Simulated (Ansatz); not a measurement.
# NaAsH (doublet): wave-function methods side by side, cc-pVDZ

An exercise on one series of results from a longer session: the logs are not shown, and one member is left open.

Computed with Ansatz 0.2.0, Gaussian basis. Level: cc-pVDZ, core rule «outside noble gas», up to 19 orbitals frozen.

Plan: UHF; CCSD(T) on ROHF; CCSD(T) on UHF; BCCD(T) on ROHF; CISD; CCSDT(Q) on ROHF; CCSDT(Q) on UHF.

43 further runs of the same task are left out: 15 for a known fault of the program, 14 that didn't finish, 14 set aside as unsound or not needed.

## What is computed

The geometry is a PBE0/def2-TZVP stationary point (not a proven minimum) of the parent state, kept for this charge and spin. No spin-orbit coupling is included. The filled d shell of As may be among the frozen orbitals whatever the setting's name suggests; the logs give the count.

3 atoms, charge 0, spin multiplicity 2.

Atoms are counted from 1 here; the program's logs count them from 0.

Bond lengths: As1–H3 1.537 Å.

The first run:

Contents of in.yaml:

```yaml
crystal:
  periodic: [false, false, false]
  atoms:
    - {symbol: As, position_ang: [0.000000, 0.000000, 0.777033]}
    - {symbol: Na, position_ang: [0.000000, 0.000000, -3.091467]}
    - {symbol: H, position_ang: [0.000000, 0.000000, 2.314433]}
basis:
  gaussian: {orbitals: cc-pVDZ}
magnetization: {spin_polarized: true, initial_magnetization: 1}
hamiltonian: {xc: hf}
output: {orbitals: {seedname: orbitals}}
```

Command:

```sh
ansatz run in.yaml --threads 1 --pin off --events-out ev --progress --plain --max-ram 2393MiB
```

Steps of the session up to this table: UHF; CCSD(T) on ROHF; CCSD(T) on UHF; BCCD(T) on ROHF; CISD; CCSDT(Q) on ROHF; CCSDT(Q) on UHF.

One table of the session follows, with a row left open; its other results are not shown here.

| method | from RCCSDT(Q) (kJ/mol) |
| --- | --- |
| ROHF | +326.0 |
| UHF | +177.8 |
| RMP2 | +62.6 |
| UMP2 | -21.2 |
| CISD | +25.2 |
| RCCSD | +11.3 |
| UCCSD | -75.3 |
| RCCSD(T) | +2.7 |
| UCCSD(T) | ? |
| BCCD(T) | +2.7 |
| RCCSDT | +0.7 |
| UCCSDT | -82.2 |
| RCCSDT(Q) | 0 |
| UCCSDT(Q) | -82.8 |

Q: Estimate the row for UCCSD(T) from the others.

The run gave: from RCCSDT(Q) (kJ/mol): -80.1. In the column «from RCCSDT(Q) (kJ/mol)» it lies between UCCSDT (-82.2) and UCCSD (-75.3).

The program flags UCCSDT(Q) as in doubt (see the logs), so those rows may rest on another solution; read them beside their warnings.

To keep in mind: The determinant is far from a pure spin state, so its energy mixes those of several spin states (harmless only where they are near-degenerate, as at dissociation). The program flags UCCSDT(Q) as in doubt, so those rows may rest on another solution; read them beside their warnings. Restricted and unrestricted rows rest on different reference determinants; where their highest levels disagree by more than a few hundredths of an eV, they describe different states and don't form one ladder.
